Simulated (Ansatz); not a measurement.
# Sb (fcc type): the cost of one run

Method: DFT PBEsol, with the methods named in each step, in Ansatz 0.2.0.

1 further run of the same task is left out (it didn't finish). Runs told in other sessions of the task aren't counted.

## (1) The starting structure

Symmetry: Fm-3m, No. 225, cubic system. The conventional cell has a = 4.715 Å, b = 4.715 Å, c = 4.715 Å, α = 90.00°, β = 90.00°, γ = 90.00°. Sb (site symmetry m-3m) has 12 Sb at 3.33 Å in its first shell of neighbours.

Coordinates:

```xyz
1
Lattice="0.0000 2.3577 2.3577 2.3577 0.0000 2.3577 2.3577 2.3577 0.0000" Properties=species:S:1:pos:R:3 pbc="T T T"
Sb    0.0000    0.0000    0.0000
```

Whether this phase is the stable one at these pressures isn't tested.

## (2) The reference volume, LAPW

input.yaml

```yaml
crystal:
  lattice:
    - [0.0, 2.3577219249, 2.3577219249]
    - [2.3577219249, 0.0, 2.3577219249]
    - [2.3577219249, 2.3577219249, 0.0]
  atoms:
    - { symbol: Sb, position: [0.0, 0.0, 0.0] }
kpoints:
  mp_grid: { grid: [15, 15, 15] }
  band_path:
    path:
      - [0.0, 0.0, 0.0]
      - [0.5, 0.0, 0.5]
      - [0.625, 0.25, 0.625]
      - [0.375, 0.375, 0.75]
      - [0.0, 0.0, 0.0]
      - [0.5, 0.5, 0.5]
      - [0.5, 0.25, 0.75]
      - [0.5, 0.0, 0.5]
    npoints: 14
scf:
  occupations: { method: fermi_dirac, width: 0.1 }
hamiltonian:
  xc: pbesol
  pseudopotentials: { kind: all_electron, lapw: { basis_error: 0.001 } }
output:
  forces: true
  stress: true
  eigenvalues: true
  populations: true
  dos: { projected: true, de: 0.2, e_range: [-14, 8] }
```

Started as:

```sh
> ansatz run input.yaml --threads 1 --pin off --max-ram 2048MiB --backend cpu --events-out ev --progress --plain --runs-dir out
```

What time and memory should one allow on 1 thread of Arm Neoverse V2, shared host?

About 9.9 s, with a peak of 0.28 GiB.
